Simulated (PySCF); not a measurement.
# What single edits do to a PySCF run on ClNSe

What does each single edit do to the base result for ClNSe?

The runs use PySCF 2.14.0; each script names its method and basis.

### Step 1. Where the work starts

ClNSe: 3 atoms, charge 0, spin multiplicity 1.

Bond lengths: Se1–N2 1.567 Å, Se1–Cl3 2.226 Å. Angles: N2–Se1–Cl3 114.3°.

Coordinates:

```xyz
3
ClNSe
Se   -0.3682    0.0000   -0.4167
N    -1.6770    0.0000    0.4445
Cl    1.5127    0.0000    0.7738
```

### Step 2. The base run

input.py reads:

```python
from pyscf import gto, scf

mol = gto.M(
    atom='Se -0.3682 0 -0.4167; N -1.677 0 0.4445; Cl 1.5127 0 0.7738',
    basis='cc-pvdz-dk',
    charge=0,
    spin=0,
    symmetry=True,
    verbose=4,
)
mf = scf.RHF(mol)
mf = mf.sfx2c1e()
mf.kernel()
mf.analyze()
print('orbital energies (hartree):', mf.mo_energy[..., max(0, mol.nelec[1]-3):mol.nelec[0]+3].round(4))
```

The run is started by

```console
$ OMP_NUM_THREADS=1 python input.py
```

The log of this run is left out.

In short: E(SCF) = -2943.271943 Eh, 12 cycles, μ = 2.79 D.

### Step 3. MP2

Run 1 changes step after the SCF: analyze → mp2; frozen orbitals: none → 15.

input.py reads:

```python
from pyscf import gto, scf, mp

mol = gto.M(
    atom='Se -0.3682 0 -0.4167; N -1.677 0 0.4445; Cl 1.5127 0 0.7738',
    basis='cc-pvdz-dk',
    charge=0,
    spin=0,
    symmetry=True,
    verbose=4,
)
mf = scf.RHF(mol)
mf = mf.sfx2c1e()
mf.kernel()
mp.MP2(mf, frozen=15).kernel()
mf.dip_moment()
print('orbital energies (hartree):', mf.mo_energy[..., max(0, mol.nelec[1]-3):mol.nelec[0]+3].round(4))
```

The run is started by

```console
$ OMP_NUM_THREADS=1 python input.py
```

### Step 4. Cc-pvdz (X2C off)

Run 2 changes basis set: cc-pvdz-dk → cc-pvdz; spin-free X2C: on → off.

Changes to input.py since step 2:

```diff
@@ -4,3 +4,3 @@
     atom='Se -0.3682 0 -0.4167; N -1.677 0 0.4445; Cl 1.5127 0 0.7738',
-    basis='cc-pvdz-dk',
+    basis='cc-pvdz',
     charge=0,
@@ -11,3 +11,2 @@
 mf = scf.RHF(mol)
-mf = mf.sfx2c1e()
 mf.kernel()
```

What does the calculation give? Wanted: for each run, E(SCF); from base; gap; SCF dipole; after the SCF.

As calculated:

| run | E(SCF) (hartree) | from base (eV) | cycles | gap (eV) | SCF dipole (D) | after the SCF |
| --- | --- | --- | --- | --- | --- | --- |
| base | -2943.271943 | 0 | 12 | 11.79 | 2.79 | n/a |
| MP2 | -2943.271943 | 0.0000 | 12 | 11.79 | 2.79 | MP2 correlation -11.963 eV, core frozen |
| cc-pvdz (X2C off) | -2913.659185 | not comparable | 12 | 11.78 | 2.72 | n/a |

Distance from each run's final energy (log10 hartree) by cycle:

| run | cycle 1 | cycle 2 | cycle 3 | cycle 5 | cycle 8 | cycle 12 |
| --- | --- | --- | --- | --- | --- | --- |
| base | -1.2 | -1.8 | -2.3 | -3.0 | -6.6 | < -11 |
| MP2 | -1.2 | -1.8 | -2.3 | -3.0 | -6.6 | < -11 |
| cc-pvdz (X2C off) | -1.2 | -1.8 | -2.3 | -3.0 | -6.7 | -11.0 |

What this shows: Total energies from different bases, Hamiltonians or methods carry different errors, so properties are taken as differences within one set-up.
